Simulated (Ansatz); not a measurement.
# Bi2Se3: the cost of one run

Program: Ansatz 0.2.0. Level of theory: DFT PBE, scalar-relativistic, plane waves, PAW. These are calculated values, not measurements.

2 further runs of the same task are left out: 2 set aside as unsound or not needed.

**1. Starting point**

The structure is trigonal, space group R-3m (No. 166). Conventional cell: a = 4.187 Å, b = 4.187 Å, c = 31.302 Å, α = 90.00°, β = 90.00°, γ = 120.00°. Bi (site symmetry 3m) has 6 Se at 2.88 to 3.11 Å as nearest neighbours. Se (site symmetry -3m) is surrounded by 6 Bi at 3.11 Å. Se (site symmetry 3m) is surrounded by 3 Bi at 2.88 Å.

Structure file:

```cif
data_structure
_symmetry_space_group_name_H-M 'P 1'
_symmetry_Int_Tables_number 1
_cell_length_a 10.7104
_cell_length_b 10.7104
_cell_length_c 10.7104
_cell_angle_alpha 22.545
_cell_angle_beta 22.545
_cell_angle_gamma 22.545
_cell_volume 158.44
loop_
_atom_site_label
_atom_site_type_symbol
_atom_site_fract_x
_atom_site_fract_y
_atom_site_fract_z
_atom_site_occupancy
Bi1 Bi 0.39559 0.39559 0.39559 1
Bi2 Bi 0.60441 0.60441 0.60441 1
Se1 Se 0.00000 0.00000 0.00000 1
Se2 Se 0.22103 0.22103 0.22103 1
Se3 Se 0.77897 0.77897 0.77897 1
```

It is the result of an earlier relaxation at this level (volume 31.69 Å³/atom; gap on the mesh: 0.69 eV).

**2. A stricter relaxation**

The response runs start from a cell at rest, found with their own mesh and filling of the bands.

Contents of input.yaml:

```yaml
crystal:
  lattice:
    - [2.0936564881, 1.208773137, 10.4340298002]
    - [-2.0936564881, 1.208773137, 10.4340298002]
    - [0.0, -2.417546274, 10.4340298002]
  atoms:
    - { symbol: Bi, position: [0.3955941717, 0.3955941717, 0.3955941717] }
    - { symbol: Bi, position: [0.6044058283, 0.6044058283, 0.6044058283] }
    - { symbol: Se, position: [0.0, 0.0, 0.0] }
    - { symbol: Se, position: [0.2210304551, 0.2210304551, 0.2210304551] }
    - { symbol: Se, position: [0.7789695449, 0.7789695449, 0.7789695449] }
basis:
  ecutwfc: 420
kpoints:
  mp_grid: { grid: [6, 6, 6] }
hamiltonian:
  xc: pbe
scf:
  occupations: { method: fixed }
output:
  forces: true
  stress: true
  eigenvalues: true
  write_density: true
  write_potential: true
  elf: true
  volumetric_format: npy
relax:
  adjacent_minimum: "off"
  f_tol: 0.001
  max_steps: 60
  cell: { stress_tol: 0.01 }
```

Launch:

```
$ ansatz run input.yaml --threads 2 --pin off --max-ram 6144MiB --backend cpu --events-out ev --progress --plain --runs-dir out
```

Q: Estimate wall time and peak memory on 2 threads of Arm Neoverse V1, shared host.

About 22 s, with a peak of 0.55 GiB.
